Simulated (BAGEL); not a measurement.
# HF/STO-3G (density fitting with qzvpp-jkfit) run of C3H6Al− (SMILES [AlH3-][C]1=CC1)

Aim: the vertical singlet–triplet gap of C3H6Al− at HF/STO-3G (density fitting with qzvpp-jkfit), from 2 runs. 

Program for the calculation: BAGEL 1.2.2.

1 further run of the same task is left out (it didn't finish).

## (1) Starting point

The species is C3H6Al− (10 atoms), meant as a singlet with charge -1. As SMILES, `[AlH3-][C]1=CC1`. The shape comes from GFN2-xTB, which is rough for such elements, and wasn't checked as a minimum.

Bond lengths: Al1–C2 2.029 Å, C2–C3 1.314 Å, C2–C4 1.549 Å, C3–C4 1.473 Å, Al1–H5 1.618 Å, Al1–H6 1.618 Å, Al1–H7 1.613 Å, C3–H8 1.068 Å, C4–H9 1.091 Å, C4–H10 1.091 Å. Some angles: Al1–C2–C3 155.4°, Al1–C2–C4 143.3°, C3–C2–C4 61.3°, C2–C3–C4 67.2°, C2–C4–C3 51.5°, C2–Al1–H5 108.9°, C2–Al1–H6 108.9°, C2–Al1–H7 109.2°, C2–C3–H8 151.3°, C4–C3–H8 141.5°.

## (2) A single-point energy at HF/STO-3G (density fitting with qzvpp-jkfit)

input.json reads:

```json
{ "bagel" : [

{
  "title" : "molecule",
  "basis" : "sto-3g",
  "df_basis" : "qzvpp-jkfit",
  "angstrom" : true,
  "geometry" : [
    { "atom" : "Al", "xyz" : [   -1.091110,    1.158810,   -0.837160 ] },
    { "atom" : "C", "xyz" : [   -0.030720,   -0.278840,    0.125260 ] },
    { "atom" : "C", "xyz" : [    0.148950,   -1.443670,    0.707130 ] },
    { "atom" : "C", "xyz" : [    1.375260,   -0.628780,    0.672720 ] },
    { "atom" : "H", "xyz" : [   -1.659470,    0.550000,   -2.223940 ] },
    { "atom" : "H", "xyz" : [   -2.320090,    1.623360,    0.106490 ] },
    { "atom" : "H", "xyz" : [   -0.126370,    2.415960,   -1.139820 ] },
    { "atom" : "H", "xyz" : [   -0.215500,   -2.391790,    1.037480 ] },
    { "atom" : "H", "xyz" : [    1.739100,   -0.136830,    1.576080 ] },
    { "atom" : "H", "xyz" : [    2.179960,   -0.868220,   -0.024240 ] }
  ]
},
{
  "title" : "hf",
  "charge" : -1
},
{
  "title" : "print",
  "file" : "orbitals.molden",
  "orbitals" : true
}

]}
```

On the command line:

```
$ BAGEL_NUM_THREADS=1 BAGEL input.json > input.out
```

Log:

```text
* using 1 threads per process

  ===============================================================
  ===============================================================

  *** Geometry ***

  { "atom" : "Al", "xyz" : [     -2.061899,      2.189834,     -1.582003 ] },
  { "atom" : "C", "xyz" : [     -0.058052,     -0.526931,      0.236707 ] },
  { "atom" : "C", "xyz" : [      0.281475,     -2.728141,      1.336282 ] },
  { "atom" : "C", "xyz" : [      2.598865,     -1.188222,      1.271257 ] },
  { "atom" : "H", "xyz" : [     -3.135944,      1.039349,     -4.202638 ] },
  { "atom" : "H", "xyz" : [     -4.384335,      3.067706,      0.201237 ] },
  { "atom" : "H", "xyz" : [     -0.238805,      4.565503,     -2.153948 ] },
  { "atom" : "H", "xyz" : [     -0.407236,     -4.519828,      1.960553 ] },
  { "atom" : "H", "xyz" : [      3.286423,     -0.258571,      2.978360 ] },
  { "atom" : "H", "xyz" : [      4.119527,     -1.640698,     -0.045807 ] },

  Number of auxiliary basis functions:      461

  Since a DF basis is specified, we compute 2- and 3-index integrals:
    o Being stored without compression. Storage requirement is 0.003 GB

  Number of basis functions:       30
  Number of electrons      :       37

    * METHOD: MOLECULE                             0.16

  *** RHF ***

  === Nuclear Repulsion ===
   129.9444129463

      * DIIS with orbital gradients will be used.

  === RHF iteration (sto-3g) ===
      0       -354.43517509          0.01019337           0.01
      1       -354.47681491          0.00362594           0.01
      2       -354.48070935          0.00182168           0.01
      3       -354.48163313          0.00025009           0.01
      4       -354.48166924          0.00011907           0.02
      5       -354.48168081          0.00003462           0.01
      6       -354.48168161          0.00001084           0.01
      7       -354.48168169          0.00000284           0.02
      8       -354.48168170          0.00000077           0.02
      9       -354.48168170          0.00000032           0.02
     10       -354.48168170          0.00000010           0.01
     11       -354.48168170          0.00000003           0.01
     12       -354.48168170          0.00000001           0.01
     13       -354.48168170          0.00000001           0.01
    * SCF iteration converged.

    * Permanent dipole moment:
           (   -0.874446,     1.246828,    -0.815369) a.u.

    * METHOD: HF                                   0.27

    * METHOD: PRINT                                0.00

  ===============================================================
```

It took 0.54 s on 1 thread of Arm Neoverse V1, shared host.

## (3) The triplet

input.json reads:

```json
{ "bagel": [

{
  "title": "molecule",
  "basis": "sto-3g",
  "df_basis": "qzvpp-jkfit",
  "angstrom": true,
  "geometry": [
    { "atom": "Al", "xyz": [      -1.091110,       1.158810,      -0.837160 ] },
    { "atom": "C", "xyz": [      -0.030720,      -0.278840,       0.125260 ] },
    { "atom": "C", "xyz": [       0.148950,      -1.443670,       0.707130 ] },
    { "atom": "C", "xyz": [       1.375260,      -0.628780,       0.672720 ] },
    { "atom": "H", "xyz": [      -1.659470,       0.550000,      -2.223940 ] },
    { "atom": "H", "xyz": [      -2.320090,       1.623360,       0.106490 ] },
    { "atom": "H", "xyz": [      -0.126370,       2.415960,      -1.139820 ] },
    { "atom": "H", "xyz": [      -0.215500,      -2.391790,       1.037480 ] },
    { "atom": "H", "xyz": [       1.739100,      -0.136830,       1.576080 ] },
    { "atom": "H", "xyz": [       2.179960,      -0.868220,      -0.024240 ] }
  ]
},

{ "title": "uhf", "charge": -1, "nopen": 2 },

{ "title": "print", "file": "orbitals.molden", "orbitals": true }

]}
```

On the command line:

```
$ BAGEL_NUM_THREADS=1 BAGEL input.json > input.out
```

Log:

```text
* using 1 threads per process

  ===============================================================
  ===============================================================

  *** Geometry ***

  { "atom" : "Al", "xyz" : [     -2.061899,      2.189834,     -1.582003 ] },
  { "atom" : "C", "xyz" : [     -0.058052,     -0.526931,      0.236707 ] },
  { "atom" : "C", "xyz" : [      0.281475,     -2.728141,      1.336282 ] },
  { "atom" : "C", "xyz" : [      2.598865,     -1.188222,      1.271257 ] },
  { "atom" : "H", "xyz" : [     -3.135944,      1.039349,     -4.202638 ] },
  { "atom" : "H", "xyz" : [     -4.384335,      3.067706,      0.201237 ] },
  { "atom" : "H", "xyz" : [     -0.238805,      4.565503,     -2.153948 ] },
  { "atom" : "H", "xyz" : [     -0.407236,     -4.519828,      1.960553 ] },
  { "atom" : "H", "xyz" : [      3.286423,     -0.258571,      2.978360 ] },
  { "atom" : "H", "xyz" : [      4.119527,     -1.640698,     -0.045807 ] },

  Number of auxiliary basis functions:      461

  Since a DF basis is specified, we compute 2- and 3-index integrals:
    o Being stored without compression. Storage requirement is 0.003 GB

  Number of basis functions:       30
  Number of electrons      :       37

    * METHOD: MOLECULE                             0.16

  *** Open-shell HF ***

  === Nuclear Repulsion ===
   129.9444129463

      * DIIS with orbital gradients will be used.

  === UHF iteration (sto-3g) ===
      0       -354.25773517          0.02614287           0.03
      1       -354.33320964          0.00763923           0.03
      2       -354.34169775          0.00265642           0.03
      3       -354.34307156          0.00089909           0.03
      4       -354.34354552          0.00014224           0.03
      5       -354.34367074          0.00003983           0.03
      6       -354.34371452          0.00002136           0.03
      7       -354.34373634          0.00001212           0.03
      8       -354.34374636          0.00000447           0.03
      9       -354.34374695          0.00000195           0.03
     10       -354.34374697          0.00000082           0.03
     11       -354.34374698          0.00000048           0.03
     12       -354.34374698          0.00000027           0.03
     13       -354.34374698          0.00000013           0.03
     14       -354.34374698          0.00000005           0.03
     15       -354.34374698          0.00000002           0.03
     16       -354.34374698          0.00000001           0.03
    * SCF iteration converged.

    * S^2 (UHF) is 2.0344

    * Permanent dipole moment:
           (   -1.144972,     1.524425,    -1.018929) a.u.

    * METHOD: UHF                                  0.58

    * METHOD: PRINT                                0.00

  ===============================================================
```

Run time: 0.86 s. Hardware: 1 thread of Arm Neoverse V1, shared host.

## (4) What came out

Level: HF/STO-3G (density fitting with qzvpp-jkfit).

```
                                                      quantity          value
                                         singlet: total energy  -354.48168 Eh
                                          singlet: HOMO energy       -1.92 eV
                                          singlet: LUMO energy       14.74 eV
singlet: HOMO–LUMO gap (to an unbound level, set by the basis)       16.66 eV
                                         triplet: total energy  -354.34375 Eh
                                                 triplet: ⟨S²⟩          2.034
              vertical energy of the triplet above the singlet       3.753 eV
```

In words: At this shape the triplet lies 3.75 eV (362 kJ/mol) above the singlet. For an anion a state so high probably lies above electron detachment. In a minimal basis such a difference can be off by several eV, whatever the method.
